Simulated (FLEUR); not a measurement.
Crystal: HPbNO4.

```
H Pb N O
1.0
     3.85404    0.14384    0.09012
    -0.25320    5.52698    0.16471
    -0.48197   -1.92720    5.72025
H Pb N O
1 1 1 4
Cartesian
  -0.0083 2.5983 3.2335
  2.1473 2.6778 1.0046
  2.8237 3.6046 5.7249
  -0.4057 -0.9417 5.0623
  2.7256 -0.0852 0.8025
  -0.5912 2.3982 5.1009
  0.1280 2.5704 2.2622
```

The cell was built by a generator and needn't be a form met in nature.

Base run:

| Property | Result |
| --- | --- |
| Program | FLEUR MaX-R8.1 (later development tree) |
| Functional | RPBE |
| Potentials or basis | all-electron |
| Basis | FLAPW |
| Kmax | 5.83 1/bohr |
| k mesh | 4 × 3 × 3 |
| Occupations | fermi-dirac, width 0.05 eV |
| Spin | no spin polarisation |

Its results: band gap on the k mesh 3.33 eV, indirect (least direct gap 3.42 eV).

Question: The run is repeated on the same cell with these changes: functional from RPBE to LDA. What comes out?

Answer: Band gap on the k mesh 3.20 eV, indirect (least direct gap 3.30 eV).

Caveats: the plane-wave cutoff is short for the small spheres of the light atoms, so energies, forces and moduli aren't converged; the cutoff is high for the widest sphere, where the basis turns nearly dependent and energies can drift low; spin-orbit coupling is left out, which as a rule narrows the gap of such compounds by several tenths of an eV; an odd mesh through Γ misses points on the zone boundary, where band edges often lie.
